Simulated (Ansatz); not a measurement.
This script makes a comparison of norm-conserving and PAW potentials of MoPt3, space group Pm-3m with Ansatz 0.2.0 through its Python package.

`mopt3.extxyz`
```text
4
Lattice="3.979521 0.0 0.0 0.0 3.979521 0.0 0.0 0.0 3.979521" Properties=species:S:1:pos:R:3 pbc="T T T"
Mo    0.00000000    0.00000000    0.00000000
Pt    1.98976050    1.98976050    0.00000000
Pt    1.98976050    0.00000000    1.98976050
Pt    0.00000000    1.98976050    1.98976050
```

The script, `nc_paw.py`:
```python
"""Norm-conserving against PAW potentials for MoPt3."""

import ansatz as az
import numpy as np


def count_gap(report):
    # lowest empty less highest filled band, counting bands; zero where they overlap
    return max(report.get("gap_by_band_count_ev") or 0.0, 0.0)


def main() -> None:
    structure = az.Crystal.from_extxyz("mopt3.extxyz")

    calculation = (
        structure.calculation()
        .occupations("methfessel_paxton", width=100 * az.meV)
        .kpoints(mesh=(7, 7, 7))
        .functional("pbesol")
        .stress()
        .forces()
        .band_table()
    )
    variants = {
        "PAW": calculation.pseudopotentials("paw"),
        "norm-conserving": calculation.pseudopotentials("nc"),
    }
    # totals differ by the cores that each treatment holds, so compare what does not depend on them
    rows = []
    for label, variant in variants.items():
        summary = variant.run(threads=1).report
        levels = np.array(summary["eigenvalues_ev"][0]) - summary["fermi_energy_ev"]
        print(label, "levels at the first k-point near E_F:", np.round(levels[np.abs(levels) < 5], 3))
        rows.append((label, summary["n_electrons"], np.trace(summary["stress_gpa"]) / 3, count_gap(summary)))
    lines = [",".join(["treatment", "electrons in bands", "P GPa", "gap by band count eV"])] + [",".join(f"{v:.4f}" if isinstance(v, float) else str(v) for v in row) for row in rows]
    print("\n".join(lines))
    with open("nc_paw.csv", "w") as handle:
        handle.write("\n".join(lines) + "\n")


if __name__ == "__main__":
    main()
```

How well do the two treatments of the cores agree on the pressure?

PAW gives -12.649 GPa and norm-conserving -12.896 GPa, 0.25 GPa apart. They took 2.6 and 13.0 s of processor time.

The output:

```console
$ python nc_paw.py
DeckWarning: basis.ecutwfc = 420 eV, auto-derived from the records' recommended cutoffs: set by Mo (normal level)
PAW levels at the first k-point near E_F: [-3.71  -3.71  -3.71  -1.752 -1.752 -0.621 -0.098 -0.098 -0.098  1.184
  1.184  1.651  1.651  1.651  2.088  2.088  2.088]
DeckWarning: basis.ecutwfc = 1142.878222 eV, auto-derived from the records' recommended cutoffs: set by Pt (normal level)
norm-conserving levels at the first k-point near E_F: [-3.706 -3.706 -3.706 -1.747 -1.747 -0.62  -0.098 -0.098 -0.098  1.184
  1.184  1.646  1.646  1.646  2.087  2.087  2.087]
treatment,electrons in bands,P GPa,gap by band count eV
PAW,68.0000,-12.6490,0.0000
norm-conserving,68.0000,-12.8962,0.0000
```
(Warnings from the package without file and line.)

Absolute energies stand on the zero of these potentials, so only differences at equal settings mean something. A total without «per atom» is that of the cell as typed. The computed bands are complete only to about 5.5 eV above the Fermi level. For a metal this k-point mesh is coarse: on a finer one energies can move by several to tens of meV an atom and pressures by half a GPa or more, differences at one mesh by less. A gap by band count of zero or less means overlapping bands, a metal. At these settings the cell as given stands under about -13 GPa, so it isn't at this functional's equilibrium volume. This cell is a computed structure, which may not be the phase found in nature. Levels are Kohn-Sham eigenvalues on this mesh, without spin-orbit coupling. Stress is positive in compression. Timing: 16 s on 1 thread of Arm Neoverse V1, with other jobs on the host, peak memory 0.53 GiB.

(A comment or docstring line of the script was reworded after the run, the code is as it ran; lines on the test bed's own set-up are left out of the output.)
